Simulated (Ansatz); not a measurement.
**CH₅Al + HBr: a complex and its separated parts**

Aim: how far the complex at one end of a reaction step lies below its separated, relaxed parts, level by level.

Method: PBE0-D4/def2-TZVP structures, single points in def2-TZVPP, no counterpoise correction; program: Ansatz 0.2.0, Gaussian basis.

Levels: SPW92, PBE-D4, BLYP-D4, r2SCAN-D4, B97M-V, PBE0-D4, B3LYP-D4, r2SCAN0-D4, BHLYP-D4, CAM-B3LYP-D4, wB97X-V, wB97M-V, B2PLYP, PBE-QIDH, RPA on PBE, Hartree-Fock, MP2, CCSD, CCSD(T).

Cores are frozen in the correlated methods. Filled d shells of the heavier atoms are correlated. B3LYP uses VWN-RPA correlation. B2PLYP carries no dispersion term here.

94 further runs of the same task are left out: 94 set aside as unsound or not needed.

## (1) The system as given

The complex: 9 atoms, charge 0, spin multiplicity 1.

Atoms are counted from 1 here; the program's logs count them from 0.

Bond lengths: Al1–Br2 2.818 Å, Al1–H3 1.593 Å, Al1–H4 1.593 Å, Al1–C6 1.964 Å, Br2–H5 1.425 Å, C6–H7 1.094 Å, C6–H8 1.096 Å, C6–H9 1.094 Å. Angles: Br2–Al1–H3 95.1°, Br2–Al1–H4 95.2°, Br2–Al1–C6 93.8°, H3–Al1–H4 118.5°, H3–Al1–C6 119.8°, H4–Al1–C6 119.8°, Al1–Br2–H5 92.1°, Al1–C6–H7 112.6°, Al1–C6–H8 109.9°, Al1–C6–H9 112.6°, H7–C6–H8 106.5°, H7–C6–H9 108.5°, H8–C6–H9 106.5°.

As a file:

```tsv
atom	x (Å)	y (Å)	z (Å)
Al1	-1.04565	0.18267	-0.34577
Br2	-0.24721	-2.48059	0.11617
H3	-1.40596	-0.04208	-1.88092
H4	-2.22742	0.16560	0.72203
H5	1.06016	-2.07440	0.50987
C6	0.70256	0.93125	0.14664
H7	0.97479	0.71438	1.18421
H8	0.68048	2.02309	0.05292
H9	1.50834	0.57998	-0.50525
```

Its parts: CH₅Al holds atoms 1, 3, 4, 6, 7, 8, 9; HBr holds atoms 2, 5. Each part counts its atoms afresh in its own runs.

## (2) Relaxing CH₅Al alone

Contents of relax-a/in.yaml:

```yaml
crystal:
  periodic: [false, false, false]
  atoms:
    - {symbol: Al, position_ang: [-1.045649, 0.182671, -0.345771]}
    - {symbol: H, position_ang: [-1.405961, -0.042075, -1.880920]}
    - {symbol: H, position_ang: [-2.227420, 0.165596, 0.722029]}
    - {symbol: C, position_ang: [0.702558, 0.931252, 0.146639]}
    - {symbol: H, position_ang: [0.974793, 0.714381, 1.184208]}
    - {symbol: H, position_ang: [0.680482, 2.023091, 0.052919]}
    - {symbol: H, position_ang: [1.508339, 0.579980, -0.505252]}
basis:
  gaussian: {orbitals: def2-TZVP}
hamiltonian: {xc: pbe0, dispersion: d4}
relax: {f_tol: 0.005, max_steps: 200}
```

Launch:

```bash
> ansatz run in.yaml --threads 4 --pin off --events-out ev --progress --plain --max-ram 9574MiB
```

After this run come: Relaxing HBr alone; SPW92/def2-TZVPP; PBE-D4/def2-TZVPP; BLYP-D4/def2-TZVPP; r2SCAN-D4/def2-TZVPP; B97M-V/def2-TZVPP; PBE0-D4/def2-TZVPP; B3LYP-D4/def2-TZVPP; r2SCAN0-D4/def2-TZVPP; BHLYP-D4/def2-TZVPP; CAM-B3LYP-D4/def2-TZVPP; wB97X-V/def2-TZVPP; wB97M-V/def2-TZVPP; B2PLYP/def2-TZVPP; PBE-QIDH/def2-TZVPP; RPA on PBE/def2-TZVPP; CCSD(T)/def2-TZVPP; Vibrations of CH₅Al; Vibrations of HBr.

Q: Predict the outcome of this session. Wanted: complex less parts, CCSD(T)/def2-TZVPP; with zero-point energy; largest T1 diagnostic.

The runs gave:

```
                              quantity          value
complex less parts, CCSD(T)/def2-TZVPP  -6.1 kcal/mol
                with zero-point energy  -4.6 kcal/mol
                 largest T1 diagnostic          0.009
```

At CCSD(T) the complex lies 6.1 kcal/mol below its parts. PBE-QIDH is the best functional here (-0.1 kcal/mol from CCSD(T)); SPW92 is the worst (-4.3 kcal/mol). By rung, the mean size of the error is: LDA 4.3, GGA 1.0, meta-GGA 0.5, hybrid 0.7, range-separated hybrid 0.5, double hybrid 1.0 kcal/mol. PBE-D4 gives a relative energy 1.0 kcal/mol too low, outside chemical accuracy (1 kcal/mol). The complex's frequency run has imaginary modes: the structure is no minimum, so both the energy and the zero-point correction are in doubt. No counterpoise was applied, and triple zeta lacks some correlation, so the CCSD(T) reference has a basis error of its own, and close matches with it are partly luck.
